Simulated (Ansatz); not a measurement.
## Mg2NCl under changes of volume

One of the cells (14.337 Å³/atom); the others are scaled copies at fixed shape and fractional positions:

```
Cl Mg N
1.0
     1.66067    0.95879    6.00298
    -1.66067    0.95879    6.00298
     0.00000   -1.91757    6.00298
Cl Mg N
1 2 1
Cartesian
  0.0000 0.0000 0.0000
  0.0000 0.0000 13.9963
  0.0000 0.0000 4.0127
  0.0000 0.0000 9.0045
```

The cell comes from a database or a generator and needn't be the stable form of this composition.

| Item | Value |
| --- | --- |
| Program | Ansatz 0.2.0 |
| Functional | PBE |
| Potentials or basis | Ansatz PAW |
| Cutoff | 420 eV (not typed: the program's choice for these potentials) |
| k mesh | 9 × 9 × 9 |
| Occupations | fermi-dirac, width 0.05 eV |
| Spin | no spin polarisation |

```tsv
volume (Å³/atom)	energy over the lowest point (meV/atom)	pressure (GPa)	gap on the mesh (eV)	largest force (eV/Å)
13.477	15.10	6.0	2.67	0.271
13.764	6.36	3.8	2.52	0.170
14.050	1.45	1.7	2.38	0.077
14.337	0.00	-0.1	2.25	0.009
14.624	1.65	-1.7	2.12	0.088
14.911	?	?	?	?
15.197	13.11	-4.6	1.88	0.230
```

**Question.** What does the run at 14.911 Å³/atom give?

**Answer.** Energy over the lowest point 6.11 meV/atom; pressure -3.2 GPa; gap on the mesh 1.99 eV; largest force 0.162 eV/Å.

Worked out: A Birch-Murnaghan fit of order 3 (a polynomial in V^(-2/3)) to the other rows has its minimum at 14.32 Å³/atom with B0 = V·E''(V) = 87 GPa and B' = 4.1 at fixed shape and positions, which overstates the stiffness. It gives 6.12 meV/atom at 14.911 Å³/atom, against the run's 6.11, and -dE/dV = -3.2 GPa, against -3.2. A straight line through the other rows of the gap, of slope -6.56 eV per unit of ln V (its deformation potential), gives 2.00 eV, against the run's 1.99.

Energies are extrapolated to zero smearing.

Caveats: odd divisions of the mesh miss points on the zone boundary, where band edges often lie, so the gap on the mesh can be too wide.

A mesh can miss the band edges.
